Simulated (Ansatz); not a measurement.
# C₂H₅NSi: a ladder of functionals and wavefunction methods

An exercise on one series of results from a longer session: the logs are not shown, and one member is left open.

Method: functionals in def2-TZVPP, the program's frozen cores in correlated methods; program: Ansatz 0.2.0, Gaussian basis.

The runs, in order: LDA (SPW92), PBE-D4, revPBE-D4, BLYP-D4, r2SCAN-D4, B97M-V, PBE0-D4, B3LYP-D4, r2SCANh-D4, r2SCAN0-D4, HSE06-D4, BHLYP-D4, CAM-B3LYP-D4, LC-ωPBE, ωB97X-V, ωB97M-V, B2PLYP, PBE-QIDH; CCSD(T)/def2-SVP; CCSD(T)/def2-TZVPP; MP2/def2-QZVPP; extrapolation to the limit; RPA on PBE.

### The relaxed structure

The geometry comes from an earlier relaxation with PBE0-D4 in a triple-zeta def2 set; it is a stationary point, not always the lowest conformer.

9 atoms, charge 0, spin multiplicity 1.

Atoms are counted from 1 here; the program's logs count them from 0.

Bond lengths: C1–N2 1.283 Å, C1–Si4 1.873 Å, C1–H5 1.089 Å, N2–C3 1.488 Å, C3–Si4 1.897 Å, C3–H6 1.092 Å, C3–H7 1.092 Å, Si4–H8 1.490 Å, Si4–H9 1.490 Å. Angles: N2–C1–Si4 95.7°, N2–C1–H5 120.8°, Si4–C1–H5 143.4°, C1–N2–C3 104.7°, N2–C3–Si4 88.2°, N2–C3–H6 110.9°, N2–C3–H7 110.8°, Si4–C3–H6 118.6°, Si4–C3–H7 118.6°, H6–C3–H7 108.0°, C1–Si4–C3 71.3°, C1–Si4–H8 118.2°, C1–Si4–H9 118.3°, C3–Si4–H8 118.9°, C3–Si4–H9 119.0°, H8–Si4–H9 107.8°.

As a file:

| atom | x (Å) | y (Å) | z (Å) |
| --- | --- | --- | --- |
| C1 | -0.74162 | 0.49322 | -0.97416 |
| N2 | 0.51185 | 0.75503 | -1.05340 |
| C3 | 1.11259 | 0.09290 | 0.13637 |
| Si4 | -0.62526 | -0.50417 | 0.60708 |
| H5 | -1.43696 | 0.86007 | -1.72819 |
| H6 | 1.85654 | -0.64756 | -0.16489 |
| H7 | 1.60589 | 0.82425 | 0.78004 |
| H8 | -0.92698 | -1.96208 | 0.54408 |
| H9 | -1.26745 | 0.04194 | 1.83586 |

The first run:

Contents of in.yaml:

```yaml
crystal:
  periodic: [false, false, false]
  atoms:
    - {symbol: C, position_ang: [-0.741619, 0.493219, -0.974156]}
    - {symbol: N, position_ang: [0.511846, 0.755029, -1.053404]}
    - {symbol: C, position_ang: [1.112592, 0.092896, 0.136372]}
    - {symbol: Si, position_ang: [-0.625264, -0.504171, 0.607085]}
    - {symbol: H, position_ang: [-1.436960, 0.860072, -1.728188]}
    - {symbol: H, position_ang: [1.856541, -0.647564, -0.164886]}
    - {symbol: H, position_ang: [1.605894, 0.824253, 0.780044]}
    - {symbol: H, position_ang: [-0.926979, -1.962076, 0.544078]}
    - {symbol: H, position_ang: [-1.267452, 0.041943, 1.835858]}
basis:
  gaussian: {orbitals: def2-TZVPP}
hamiltonian: {xc: lda}
output: {orbitals: {seedname: orbitals}}
```

Command:

```sh
$ ansatz run in.yaml --threads 2 --pin off --events-out ev --progress --plain --max-ram 4352MiB
```

Steps of the session up to this table: LDA; PBE-D4 (GGA); revPBE-D4 (GGA); BLYP-D4 (GGA); r2SCAN-D4 (meta-GGA); B97M-V (meta-GGA); B3LYP-D4 (hybrid); r2SCANh-D4 (hybrid); r2SCAN0-D4 (hybrid); HSE06-D4 (hybrid); BHLYP-D4 (hybrid); CAM-B3LYP-D4 (range-separated); LC-ωPBE (range-separated); ωB97X-V (range-separated); ωB97M-V (range-separated); B2PLYP (double hybrid); PBE-QIDH (double hybrid).

One of the session's tables, all rows but one given; the rest of the session is left out.

It belongs to the step «Frontier levels by functional». 

| functional | HOMO (eV) | gap (eV) |
| --- | --- | --- |
| LDA (SPW92) | -5.63 | 3.48 |
| PBE-D4 | -5.53 | 3.59 |
| revPBE-D4 | -5.48 | 3.62 |
| BLYP-D4 | -5.41 | 3.63 |
| r2SCAN-D4 | -5.76 | 4.02 |
| B97M-V | -5.94 | 4.24 |
| PBE0-D4 | -6.88 | 6.06 |
| B3LYP-D4 | ? | ? |
| r2SCANh-D4 | -6.27 | 4.94 |
| r2SCAN0-D4 | -7.04 | 6.33 |
| HSE06-D4 | -6.48 | 5.27 |
| BHLYP-D4 | -8.16 | 8.57 |
| CAM-B3LYP-D4 | -8.26 | 8.67 |
| LC-ωPBE | -9.59 | 11.20 |
| ωB97X-V | -9.25 | 10.78 |
| ωB97M-V | -9.16 | 10.57 |

**Question.** Estimate the row for B3LYP-D4.

Worked estimate for «HOMO (eV)». Against the share of exact exchange, BLYP-D4 (0, -5.41), BHLYP-D4 (0.5, -8.16) give a slope of -5.50 per unit share; at 0.2 the line stands at -6.51.

As computed: HOMO (eV): -6.66; gap (eV): 5.60. In «HOMO (eV)» the line misses by +0.15.
